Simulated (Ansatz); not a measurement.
# C₆H₅Cl₃Sn: small, medium and large basis sets

An exercise on one series of results from a longer session: the logs are not shown, and one member is left open.

Method: one geometry, several basis sets; program: Ansatz 0.2.0, Gaussian basis.

The runs, in order: PBE0-D4/def2-SVP; ωB97M-V/def2-SVP; PBE0-D4/def2-QZVPP; ωB97M-V/def2-QZVPP; the functionals' def2-TZVPP values are taken from earlier runs.

## The relaxed structure

The geometry comes from an earlier relaxation with PBE0-D4 in a triple-zeta def2 set; it is a stationary point, not always the lowest conformer. Sn takes the def2 core potential; no spin-orbit term is included.

15 atoms, charge 0, spin multiplicity 1.

Atoms are counted from 1 here; the program's logs count them from 0.

Bond lengths: Cl1–Sn2 2.310 Å, Sn2–Cl3 2.310 Å, Sn2–Cl4 2.309 Å, Sn2–C5 2.104 Å, C5–C6 1.390 Å, C5–C10 1.390 Å, C6–C7 1.387 Å, C6–H11 1.085 Å, C7–C8 1.387 Å, C7–H12 1.084 Å, C8–C9 1.387 Å, C8–H13 1.084 Å, C9–C10 1.387 Å, C9–H14 1.084 Å, C10–H15 1.085 Å. Angles: Cl1–Sn2–Cl3 108.7°, Cl1–Sn2–Cl4 105.9°, Cl1–Sn2–C5 111.0°, Cl3–Sn2–Cl4 105.9°, Cl3–Sn2–C5 111.0°, Cl4–Sn2–C5 114.1°, Sn2–C5–C6 119.7°, Sn2–C5–C10 119.7°, C6–C5–C10 120.6°, C5–C6–C7 119.5°, C5–C6–H11 120.8°, C7–C6–H11 119.7°, C6–C7–C8 120.1°, C6–C7–H12 119.7°, C8–C7–H12 120.2°, C7–C8–C9 120.3°, C7–C8–H13 119.9°, C9–C8–H13 119.9° and more.

The first run:

The input, in.yaml:

```yaml
crystal:
  periodic: [false, false, false]
  atoms:
    - {symbol: Cl, position_ang: [-1.061120, -3.521207, -1.596830]}
    - {symbol: Sn, position_ang: [0.195613, -1.617874, -1.960582]}
    - {symbol: Cl, position_ang: [2.393581, -2.236554, -2.307696]}
    - {symbol: Cl, position_ang: [-0.540527, -0.748590, -3.968994]}
    - {symbol: C, position_ang: [0.034180, -0.287521, -0.339048]}
    - {symbol: C, position_ang: [1.090563, 0.565532, -0.039865]}
    - {symbol: C, position_ang: [0.975938, 1.447789, 1.024068]}
    - {symbol: C, position_ang: [-0.185271, 1.474675, 1.782265]}
    - {symbol: C, position_ang: [-1.235591, 0.619396, 1.483445]}
    - {symbol: C, position_ang: [-1.129661, -0.266124, 0.421312]}
    - {symbol: H, position_ang: [2.005027, 0.542755, -0.622798]}
    - {symbol: H, position_ang: [1.797659, 2.113281, 1.261698]}
    - {symbol: H, position_ang: [-0.270997, 2.164643, 2.613776]}
    - {symbol: H, position_ang: [-2.140411, 0.638157, 2.079702]}
    - {symbol: H, position_ang: [-1.950783, -0.939059, 0.198848]}
basis:
  gaussian: {orbitals: def2-SVP}
hamiltonian: {xc: pbe0, dispersion: d4}
output: {orbitals: {seedname: orbitals}}
```

On the command line:

```bash
$ ansatz run in.yaml --threads 4 --pin off --events-out ev --progress --plain --max-ram 46080MiB --backend cpu
```

Steps of the session up to this table: PBE0-D4 in def2-SVP; ωB97M-V in def2-SVP; PBE0-D4 in def2-QZVPP; ωB97M-V in def2-QZVPP.

One of the session's tables, all rows but one given; the rest of the session is left out.

It belongs to the step «Functionals by basis». 

```
functional       basis  HOMO (eV)  LUMO (eV)
   PBE0-D4    def2-SVP      -8.07      -1.80
   PBE0-D4  def2-TZVPP      -8.09      -1.95
   PBE0-D4  def2-QZVPP      -8.10      -2.00
   ωB97M-V    def2-SVP          ?          ?
   ωB97M-V  def2-TZVPP     -10.17       0.08
   ωB97M-V  def2-QZVPP     -10.18      -0.03
```

**Question.** Estimate the row for ωB97M-V, def2-SVP.

The run gave: HOMO (eV): -10.13; LUMO (eV): 0.33. In the column «HOMO (eV)» it lies between ωB97M-V, def2-TZVPP (-10.17) and PBE0-D4, def2-QZVPP (-8.10).
